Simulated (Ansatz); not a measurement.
# C₃H₇ClSi: a ladder of functionals and wavefunction methods

One table from this session's results is given with a row withheld; the runs are named, their logs left out.

Method: functionals in def2-TZVPP, the program's frozen cores in correlated methods; program: Ansatz 0.2.0, Gaussian basis.

Levels to be run: PBE-D4, r2SCAN-D4, PBE0-D4, B3LYP-D4, ωB97X-V, ωB97M-V, B2PLYP; CCSD(T)/def2-TZVPP; MP2/def2-QZVPP; extrapolation to the limit.

### Structure used throughout

An earlier PBE0-D4 in a triple-zeta def2 set relaxation fixed the geometry.

SMILES `C[C@H]1C[Si@H]1Cl`, 12 atoms, charge 0, spin multiplicity 1.

Atoms are counted from 1 here; the program's logs count them from 0.

Bond lengths: C1–C2 1.507 Å, C1–H6 1.092 Å, C1–H7 1.095 Å, C1–H8 1.093 Å, C2–C3 1.564 Å, C2–Si4 1.837 Å, C2–H9 1.089 Å, C3–Si4 1.830 Å, C3–H10 1.086 Å, C3–H11 1.087 Å, Si4–Cl5 2.046 Å, Si4–H12 1.475 Å. Angles: C2–C1–H6 111.2°, C2–C1–H7 111.1°, C2–C1–H8 111.4°, H6–C1–H7 108.1°, H6–C1–H8 107.4°, H7–C1–H8 107.6°, C1–C2–C3 117.6°, C1–C2–Si4 124.0°, C1–C2–H9 113.6°, C3–C2–Si4 64.5°, C3–C2–H9 112.8°, Si4–C2–H9 115.0°, C2–C3–Si4 65.0°, C2–C3–H10 117.1°, C2–C3–H11 114.5°, Si4–C3–H10 121.4°, Si4–C3–H11 117.9°, H10–C3–H11 112.7° and more.

The first run:

Input file in.yaml:

```yaml
crystal:
  periodic: [false, false, false]
  atoms:
    - {symbol: C, position_ang: [-1.103695, -0.402217, 1.006365]}
    - {symbol: C, position_ang: [0.258097, 0.072327, 0.568813]}
    - {symbol: C, position_ang: [0.942619, -0.682953, -0.617022]}
    - {symbol: Si, position_ang: [0.558927, 1.077398, -0.938893]}
    - {symbol: Cl, position_ang: [-1.014521, 1.532159, -2.164847]}
    - {symbol: H, position_ang: [-1.566945, 0.308409, 1.694476]}
    - {symbol: H, position_ang: [-1.039358, -1.371492, 1.511764]}
    - {symbol: H, position_ang: [-1.778450, -0.518828, 0.154354]}
    - {symbol: H, position_ang: [0.939560, 0.266282, 1.395734]}
    - {symbol: H, position_ang: [1.963196, -1.020654, -0.465360]}
    - {symbol: H, position_ang: [0.318804, -1.435349, -1.092843]}
    - {symbol: H, position_ang: [1.598765, 2.119818, -1.018639]}
basis:
  gaussian: {orbitals: def2-TZVPP}
hamiltonian: {xc: pbe, dispersion: d4}
output: {forces: true, orbitals: {seedname: orbitals}}
```

Run with:

```sh
$ ansatz run in.yaml --threads 4 --pin off --events-out ev --progress --plain --max-ram 10444MiB
```

Steps of the session up to this table: PBE-D4 (GGA); r2SCAN-D4 (meta-GGA); PBE0-D4 (hybrid); B3LYP-D4 (hybrid); ωB97X-V (range-separated); ωB97M-V (range-separated); B2PLYP (double hybrid); CCSD(T) in def2-TZVPP; MP2 in def2-QZVPP.

One table of the session follows, with a row left open; its other results are not shown here.

It belongs to the step «Atomisation energies». 

| method | atomisation energy (kJ/mol) |
| --- | --- |
| PBE-D4 | 4579.4 |
| r2SCAN-D4 | 4522.9 |
| PBE0-D4 | 4532.2 |
| B3LYP-D4 | 4487.5 |
| ωB97X-V | 4517.3 |
| ωB97M-V | 4518.5 |
| B2PLYP | 4443.9 |
| HF/def2-TZVPP | 3369.8 |
| MP2/def2-TZVPP | 4452.8 |
| CCSD/def2-TZVPP | 4326.6 |
| CCSD(T)/def2-TZVPP | 4388.7 |
| MP2/CBS | 4562.1 |
| CCSD(T)/CBS | ? |

**Question.** Estimate the row for CCSD(T)/CBS.

The run gave: atomisation energy (kJ/mol): 4497.9. In the column «atomisation energy (kJ/mol)» it lies between B3LYP-D4 (4487.5) and ωB97X-V (4517.3).

To keep in mind: Free atoms (3 C, 1 Si, 1 Cl, 7 H) were run apart at each level; the atomisation energy is their sum less the molecule, without zero-point or spin-orbit terms.
